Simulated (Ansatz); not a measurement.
# AgB2: how the settings move a single-point run

Aim: see which settings change the result for AgB2, by how much, and at what cost.

Method: reference: DFT, PBE, all-electron LAPW, non-relativistic, in Ansatz 0.2.0.

### 1 Starting point

It takes space group P6/mmm (No. 191, hexagonal). The conventional cell has a = 3.021 Å, b = 3.021 Å, c = 4.063 Å, α = 90.00°, β = 90.00°, γ = 120.00°. Around Ag (site symmetry 6/mmm) lie 12 B at 2.68 Å and 6 Ag at 3.02 Å. B (site symmetry -6m2) is surrounded by 3 B at 1.74 Å.

As a file:

```cif
data_structure
_symmetry_space_group_name_H-M 'P6/mmm'
_symmetry_Int_Tables_number 191
_cell_length_a 3.0212
_cell_length_b 3.0212
_cell_length_c 4.0627
_cell_angle_alpha 90.000
_cell_angle_beta 90.000
_cell_angle_gamma 120.000
_cell_volume 32.11
loop_
_atom_site_label
_atom_site_type_symbol
_atom_site_symmetry_multiplicity
_atom_site_Wyckoff_symbol
_atom_site_fract_x
_atom_site_fract_y
_atom_site_fract_z
_atom_site_occupancy
Ag1 Ag 1 a 0.00000 0.00000 0.00000 1
B1 B 2 d 0.33333 0.66667 0.50000 1
```

### 2 Reference

input.yaml

```yaml
crystal:
  lattice:
    - [3.0211797805, 0.0, 0.0]
    - [-1.5105898903, 2.6164184393, 0.0]
    - [0.0, 0.0, 4.0626616814]
  atoms:
    - { symbol: Ag, position: [0.0, 0.0, 0.0] }
    - { symbol: B, position: [0.3333333333, 0.6666666667, 0.5] }
    - { symbol: B, position: [0.6666666667, 0.3333333333, 0.5] }
kpoints:
  mp_grid: { grid: [14, 14, 11] }
  band_path:
    path:
      - [0.0, 0.0, 0.0]
      - [0.5, 0.0, 0.0]
      - [0.3333333333, 0.3333333333, 0.0]
      - [0.0, 0.0, 0.0]
      - [0.0, 0.0, 0.5]
      - [0.5, 0.0, 0.5]
      - [0.3333333333, 0.3333333333, 0.5]
      - [0.0, 0.0, 0.5]
      - [0.5, 0.0, 0.5]
    npoints: 8
scf:
  occupations: { method: fermi_dirac, width: 0.05 }
hamiltonian:
  xc: pbe
  pseudopotentials:
    kind: all_electron
    lapw: { basis_error: 0.0005 }
    relativity: none
output:
  forces: true
  stress: true
  eigenvalues: true
  populations: true
```

Command:

```bash
ansatz run input.yaml --threads 1 --pin off --max-ram 3072MiB --backend cpu --events-out ev --progress --plain --runs-dir out
```

### 3 Changed: occupations.method gaussian, occupations.width 0.001, mixing.algorithm msr1, mixing.beta 0.7, mixing.ndim 2, xc revpbe

Edit input.yaml of step 2 so:

```diff
@@ -24,5 +24,6 @@
 scf:
-  occupations: { method: fermi_dirac, width: 0.05 }
+  occupations: { method: gaussian, width: 0.001 }
+  mixing: { algorithm: msr1, beta: 0.7, ndim: 2 }
 hamiltonian:
-  xc: pbe
+  xc: revpbe
   pseudopotentials:
```

Q: Predict the outcome of this session. Wanted: for each run, ending; energy change; pressure; gap; force.

The runs gave:

| run | ending | energy change | pressure (GPa) | gap (eV) | force (eV/Å) | cycles | time |
| --- | --- | --- | --- | --- | --- | --- | --- |
| reference | converged | - | 3.4 | 0.00 | 0.00 | 8 | 40 s |
| 1: occupations.method gaussian, occupations.width 0.001, mixing.algorithm msr1, mixing.beta 0.7, mixing.ndim 2, xc revpbe | converged | not comparable | 6.3 | 0.00 | 0.00 | 17 | 61 s |

Residual by cycle in the longest SCF loop of each run; runs are numbered as in the table. The quantity is the density residual dr2, in eV.

| cycle | reference | run 1 |
| --- | --- | --- |
| 1 | 11.6 | 11.5 |
| 2 | 1.15 | 0.261 |
| 4 | 0.00929 | 0.0961 |
| 5 | 2.7e-4 | 0.0842 |
| 7 | 1.0e-6 | 0.00331 |
| 8 | 9.1e-9 | 4.0e-4 |
| 10 | - | 9.5e-5 |
| 11 | - | 1.1e-5 |
| 13 | - | 1.5e-6 |
| 14 | - | 2.7e-7 |
| 16 | - | 9.2e-7 |
| 17 | - | 7.6e-8 |

**Reading.** A change of functional puts the total energy on another scale; the pressure goes from 3.4 to 6.3 GPa. The smearing changed too. Cost: 17 SCF cycles against 8, 61 s against 40 s.
